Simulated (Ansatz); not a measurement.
**HfO2 with a defect (In on a Hf site): a single-point run**

The task is a single point on HfO2 with a defect (In on a Hf site) that gives the gradients at the nuclei.

Computed with Ansatz 0.2.0 (DFT, PBE, plane-wave PAW, default files, scalar-relativistic, unless a step's input says otherwise).

## 1. Starting point

It takes space group Fm-3m (No. 225, cubic). Conventional cell: a = 10.230 Å, b = 10.230 Å, c = 10.230 Å, α = 90.00°, β = 90.00°, γ = 90.00°. In (site symmetry m-3m) has 8 O at 2.21 Å as nearest neighbours. Hf (site symmetry mmm) has 8 O at 2.21 Å as nearest neighbours. Hf (site symmetry m-3m) is surrounded by 8 O at 2.21 Å. Around O (site symmetry 3m) lie 1 In at 2.21 Å and 3 Hf at 2.21 Å. O (site symmetry 3m) has 4 Hf at 2.21 Å as nearest neighbours.

The input asks for a charge of -1 e on the cell.

Structure file:

```
In Hf O
1.0
     0.00000    5.11500    5.11500
     5.11500    0.00000    5.11500
     5.11500    5.11500    0.00000
In Hf O
1 7 16
Direct
  0.00000 0.00000 0.00000
  0.00000 0.00000 0.50000
  0.00000 0.50000 0.00000
  0.00000 0.50000 0.50000
  0.50000 0.00000 0.00000
  0.50000 0.00000 0.50000
  0.50000 0.50000 0.00000
  0.50000 0.50000 0.50000
  0.12500 0.12500 0.12500
  0.12500 0.12500 0.62500
  0.12500 0.62500 0.12500
  0.12500 0.62500 0.62500
  0.62500 0.12500 0.12500
  0.62500 0.12500 0.62500
  0.62500 0.62500 0.12500
  0.62500 0.62500 0.62500
  0.37500 0.37500 0.37500
  0.37500 0.37500 0.87500
  0.37500 0.87500 0.37500
  0.37500 0.87500 0.87500
  0.87500 0.37500 0.37500
  0.87500 0.37500 0.87500
  0.87500 0.87500 0.37500
  0.87500 0.87500 0.87500
```

## 2. Input and run

input.yaml

```yaml
crystal:
  lattice:
    - [0.0, 5.115, 5.115]
    - [5.115, 0.0, 5.115]
    - [5.115, 5.115, 0.0]
  atoms:
    - { symbol: In, position: [0.0, 0.0, 0.0] }
    - { symbol: Hf, position: [0.0, 0.0, 0.5] }
    - { symbol: Hf, position: [0.0, 0.5, 0.0] }
    - { symbol: Hf, position: [0.0, 0.5, 0.5] }
    - { symbol: Hf, position: [0.5, 0.0, 0.0] }
    - { symbol: Hf, position: [0.5, 0.0, 0.5] }
    - { symbol: Hf, position: [0.5, 0.5, 0.0] }
    - { symbol: Hf, position: [0.5, 0.5, 0.5] }
    - { symbol: O, position: [0.125, 0.125, 0.125] }
    - { symbol: O, position: [0.125, 0.125, 0.625] }
    - { symbol: O, position: [0.125, 0.625, 0.125] }
    - { symbol: O, position: [0.125, 0.625, 0.625] }
    - { symbol: O, position: [0.625, 0.125, 0.125] }
    - { symbol: O, position: [0.625, 0.125, 0.625] }
    - { symbol: O, position: [0.625, 0.625, 0.125] }
    - { symbol: O, position: [0.625, 0.625, 0.625] }
    - { symbol: O, position: [0.375, 0.375, 0.375] }
    - { symbol: O, position: [0.375, 0.375, 0.875] }
    - { symbol: O, position: [0.375, 0.875, 0.375] }
    - { symbol: O, position: [0.375, 0.875, 0.875] }
    - { symbol: O, position: [0.875, 0.375, 0.375] }
    - { symbol: O, position: [0.875, 0.375, 0.875] }
    - { symbol: O, position: [0.875, 0.875, 0.375] }
    - { symbol: O, position: [0.875, 0.875, 0.875] }
total_charge: -1
kpoints:
  mp_grid: { grid: [3, 2, 4] }
scf:
  occupations: { method: fermi_dirac, width: 0.01 }
  max_iter: 100
hamiltonian:
  xc: pbe
  pseudopotentials: { kind: paw }
output:
  forces: true
  stress: true
  populations: true
  efg:
    quadrupole_moments_barn: { In: 0.772, Hf: 3.365, O: -0.02558 }
    contact_densities: true
```

Launch:

```console
$ ansatz run input.yaml --threads 1 --pin off --max-ram 3072MiB --backend cpu --events-out ev --progress --plain --runs-dir out
```

What happens when this is run?

The program finished normally, with warnings (gradients without spin orbit, symmetry narrowed by mesh). Its log warns: «crystal.symmetry: narrowed to the stabiliser of the k-point mesh — unitary ops 48 → 2; excluded 46 operations that carry a point of the 3×2×4 mesh (shift [0, 0 ...»

Look at the input: kpoints.mp_grid.grid is [3, 2, 4]. What could go wrong: uneven k-mesh. It still converged here, which does not make the setting sound.

Run again and compare: set kpoints.mp_grid.grid to [3, 3, 3].
